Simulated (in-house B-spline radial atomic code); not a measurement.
# Sc¹⁹⁺: excited configurations

How much energy does it take to promote electrons of Sc¹⁹⁺ to other shells? Each configuration is solved by itself and compared with the reference.

Method: Dirac-Hartree-Fock, average of configuration, Fermi nucleus, basis-set limit. Code: in-house B-spline radial atomic code version 1.

### Step 1. Starting point

- element: scandium (Z = 21)
- charge: +19
- electrons: 2
- configuration: 1s2
- Hamiltonian: Dirac-Coulomb
- nucleus: Fermi, rms radius 3.546 fm

Settings of the run:

```ini
Z = 21
electrons = 2.0
configuration = 1s2
hamiltonian = dirac
method = hf
spin_polarised = False
nucleus = fermi
rms_radius = 3.5459
mass_number = 45
atomic_mass = 44.955907051
speed_of_light = 137.035999084
```

This reference run was done before. Its total energy is -430.491723 hartree, and its levels are (the highest eight at most):

```csv
orbital,occupation,energy (eV),<r> (bohr)
1s1/2,2,-5680.08,0.07217
```

### Step 2. Configuration 1s1 4p1

Settings of the run:

```ini
Z = 21
electrons = 2.0
configuration = 1s1 4p1
hamiltonian = dirac
method = hf
spin_polarised = False
nucleus = fermi
rms_radius = 3.5459
mass_number = 45
atomic_mass = 44.955907051
speed_of_light = 137.035999084
```

### Step 3. Run with 1s1 5g1

The settings differ from step 2 so:

```diff
@@ -2,3 +2,3 @@
 electrons = 2.0
-configuration = 1s1 4p1
+configuration = 1s1 5g1
 hamiltonian = dirac
```

### Step 4. Run with 1s1 3d1

The settings differ from step 3 so:

```diff
@@ -2,3 +2,3 @@
 electrons = 2.0
-configuration = 1s1 5g1
+configuration = 1s1 3d1
 hamiltonian = dirac
```

### Step 5. Configuration 1s1 2p1

The settings differ from step 4 so:

```diff
@@ -2,3 +2,3 @@
 electrons = 2.0
-configuration = 1s1 3d1
+configuration = 1s1 2p1
 hamiltonian = dirac
```

### Step 6. Run with 1s1 3p1

The settings differ from step 5 so:

```diff
@@ -2,3 +2,3 @@
 electrons = 2.0
-configuration = 1s1 2p1
+configuration = 1s1 3p1
 hamiltonian = dirac
```

Before running: How far above the reference does each configuration lie (order and size, in eV)?

As calculated:

| net move | configuration | energy above the reference (eV) | with Breit, QED, recoil (eV) | largest <r> (bohr) |
| --- | --- | --- | --- | --- |
| 1s → 2p | 1s1 2p1 | 4305.73 | 4300.85 | 0.248 |
| 1s → 3p | 1s1 3p1 | 5069.70 | 5064.68 | 0.621 |
| 1s → 3d | 1s1 3d1 | 5073.10 | 5068.02 | 0.524 |
| 1s → 4p | 1s1 4p1 | 5336.54 | 5331.48 | 1.14 |
| 1s → 5g | 1s1 5g1 | 5460.78 | 5455.70 | 1.37 |

Quantum defects of the promoted electron, δ = n − ζ/√(−2ε) with ζ = 20 and ε its orbital energy in hartree:

| promotion | δ |
| --- | --- |
| 1s → 2p | 0.009 |
| 1s → 3p | 0.010 |
| 1s → 3d | 0.002 |
| 1s → 4p | 0.011 |
| 1s → 5g | 0.001 |

The energies run from 4305.73 eV (1s → 2p) to 5460.78 eV (1s → 5g). Of those tabulated, the defect is largest for 4p (0.01) and least for 5g (0.00); at this charge much of the defect is relativistic. These are averages over configurations, without correlation, not spectroscopic levels.
